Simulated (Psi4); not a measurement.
# Si2H5SCl (SMILES [SiH3]S[SiH2]Cl): B3LYP/def2-TZVP (density fitting, sweep point 6)

Aim: the energy of Si2H5SCl. 

The results are computed with Psi4 1.11.

6 further runs of the same task are left out: 6 set aside as unsound or not needed.

## (1) The system as given

Si2H5SCl: 9 atoms, total charge 0, spin state singlet. SMILES: `[SiH3]S[SiH2]Cl`. The shape is that of a PBE0-D4/def2-TZVP optimisation. This is one conformer, not always the lowest.

Bond lengths: Si1–S2 2.147 Å, S2–Si3 2.118 Å, Si3–Cl4 2.056 Å, Si1–H5 1.485 Å, Si1–H6 1.482 Å, Si1–H7 1.482 Å, Si3–H8 1.479 Å, Si3–H9 1.478 Å. Some angles: Si1–S2–Si3 98.1°, S2–Si3–Cl4 112.0°, S2–Si1–H5 109.5°, S2–Si1–H6 106.2°, S2–Si1–H7 110.9°, S2–Si3–H8 111.2°, S2–Si3–H9 106.7°, Cl4–Si3–H8 106.4°, Cl4–Si3–H9 108.6°, H5–Si1–H6 110.5°.

## (2) The energy at B3LYP/def2-TZVP (density fitting, sweep point 6)

File job.py:

```python
import psi4

psi4.set_memory('1600 MB')
psi4.set_num_threads(1)
psi4.core.set_output_file('run.log', False)

geom = psi4.geometry("""
Si    -0.689100     1.461900    -0.189600
S      0.903000     0.645000     0.996700
Si     0.710600    -1.377300     0.399000
Cl     0.941500    -1.605600    -1.630800
H     -1.802300     0.482300    -0.266900
H     -1.129300     2.695600     0.504100
H     -0.216500     1.790700    -1.554800
H     -0.630100    -1.908000     0.728800
H      1.786100    -2.126800     1.082400
symmetry c1
""")

options = {'basis': 'def2-TZVP', 'scf_type': 'df', 'guess': 'sap'}
psi4.set_options(options)

e = psi4.energy("b3lyp", molecule=geom)
print('E =', round(e, 9))
```

Command:

```sh
$ python job.py
```

What values should one expect? Wanted: total energy; dipole moment; HOMO energy; LUMO energy; HOMO–LUMO gap.

Answer, from the run:

At B3LYP/def2-TZVP (density fitting, sweep point 6):

```
     quantity           value
 total energy  -1440.60216 Eh
dipole moment          0.94 D
  HOMO energy        -7.57 eV
  LUMO energy        -0.41 eV
HOMO–LUMO gap         7.16 eV
```
